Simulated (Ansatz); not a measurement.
**C2H6BNSe: a ladder of functionals and wavefunction methods**

How much do the methods differ for C2H6BNSe? The plan is to run it at one geometry with functionals of several rungs and with coupled cluster, and see how far each lands from CCSD(T) at the basis-set limit for the atomisation energy.

Program: Ansatz 0.2.0, Gaussian basis. Level of theory: functionals in def2-TZVPP, the program's frozen cores in correlated methods. These are calculated values, not measurements.

Levels to be run: PBE-D4, r2SCAN-D4, PBE0-D4, B3LYP-D4, ωB97X-V, ωB97M-V, B2PLYP; CCSD(T)/def2-TZVPP; MP2/def2-QZVPP; extrapolation to the limit.

## Step 1: Structure used throughout

The geometry comes from an earlier relaxation with PBE0-D4 in a triple-zeta def2 set; it is a stationary point, not always the lowest conformer.

SMILES `BC/N=C/[SeH]`, 11 atoms, charge 0, spin multiplicity 1.

Atoms are counted from 1 here; the program's logs count them from 0.

Bond lengths: B1–C2 1.554 Å, B1–H6 1.194 Å, B1–H7 1.197 Å, C2–N3 1.439 Å, C2–H8 1.107 Å, C2–H9 1.105 Å, N3–C4 1.252 Å, C4–Se5 1.901 Å, C4–H10 1.098 Å, Se5–H11 1.468 Å. Angles: C2–B1–H6 122.0°, C2–B1–H7 117.8°, H6–B1–H7 120.1°, B1–C2–N3 116.2°, B1–C2–H8 102.0°, B1–C2–H9 110.9°, N3–C2–H8 108.5°, N3–C2–H9 113.5°, H8–C2–H9 104.3°, C2–N3–C4 118.6°, N3–C4–Se5 120.2°, N3–C4–H10 124.7°, Se5–C4–H10 115.2°, C4–Se5–H11 93.9°.

## Step 2: PBE-D4 (GGA)

in.yaml reads:

```yaml
crystal:
  periodic: [false, false, false]
  atoms:
    - {symbol: B, position_ang: [-0.759428, 1.606350, 1.140493]}
    - {symbol: C, position_ang: [-0.853873, 0.193022, 0.502177]}
    - {symbol: N, position_ang: [0.375922, -0.549739, 0.416868]}
    - {symbol: C, position_ang: [0.779733, -0.911402, -0.712053]}
    - {symbol: Se, position_ang: [2.424158, -1.849906, -0.882456]}
    - {symbol: H, position_ang: [0.244568, 2.005033, 1.648889]}
    - {symbol: H, position_ang: [-1.746667, 2.283621, 1.146880]}
    - {symbol: H, position_ang: [-1.533492, -0.331061, 1.201335]}
    - {symbol: H, position_ang: [-1.414446, 0.227277, -0.449509]}
    - {symbol: H, position_ang: [0.249871, -0.722452, -1.655178]}
    - {symbol: H, position_ang: [2.299154, -2.007641, -2.336948]}
basis:
  gaussian: {orbitals: def2-TZVPP}
hamiltonian: {xc: pbe, dispersion: d4}
output: {forces: true, orbitals: {seedname: orbitals}}
```

Started as:

```sh
$ ansatz run in.yaml --threads 4 --pin off --events-out ev --progress --plain --max-ram 10444MiB
```

After this run come: r2SCAN-D4 (meta-GGA); PBE0-D4 (hybrid); B3LYP-D4 (hybrid); ωB97X-V (range-separated); ωB97M-V (range-separated); B2PLYP (double hybrid); CCSD(T) in def2-TZVPP; MP2 in def2-QZVPP.

Before running them: what should the planned runs give, taken together? Wanted: atomisation energy, CCSD(T)/CBS; farthest; mean size of error, hybrid; mean size of error, range-separated; gap, smallest and largest; T1 diagnostic; triples share of the correlation energy.

The runs gave:

```
                               quantity                                          value
        atomisation energy, CCSD(T)/CBS                                  3942.0 kJ/mol
 functionals within 39.4 kJ/mol (1.0 %)  r2SCAN-D4, B3LYP-D4, ωB97X-V, ωB97M-V, B2PLYP
                               farthest                         PBE-D4 (+138.5 kJ/mol)
             mean size of error, hybrid                                    42.5 kJ/mol
    mean size of error, range-separated                                    25.1 kJ/mol
              gap, smallest and largest            3.14 eV (PBE-D4), 9.69 eV (ωB97X-V)
                          T1 diagnostic                                         0.0115
triples share of the correlation energy                                          4.1 %
```

In words: PBE-D4 is off by +138.5 kJ/mol. Double hybrids carry the basis error of their MP2 part in triple zeta, and no dispersion term here, so their miss is partly the set-up's. The reference freezes the cores and leaves out relativity and excitations past (T), and its outer-core shells are covered unevenly, so misses under about 39.4 kJ/mol can't be ranked. All levels share the lack of spin-orbit coupling, which lowers the free heavy atoms and so the true binding. Hartree-Fock recovers 71 % of the binding; the rest is correlation. The gap grows from 3.1 to 9.7 eV across the functionals, mostly with the share of exact exchange. Correlated methods include outer-core shells of Se, which these sets cover unevenly.
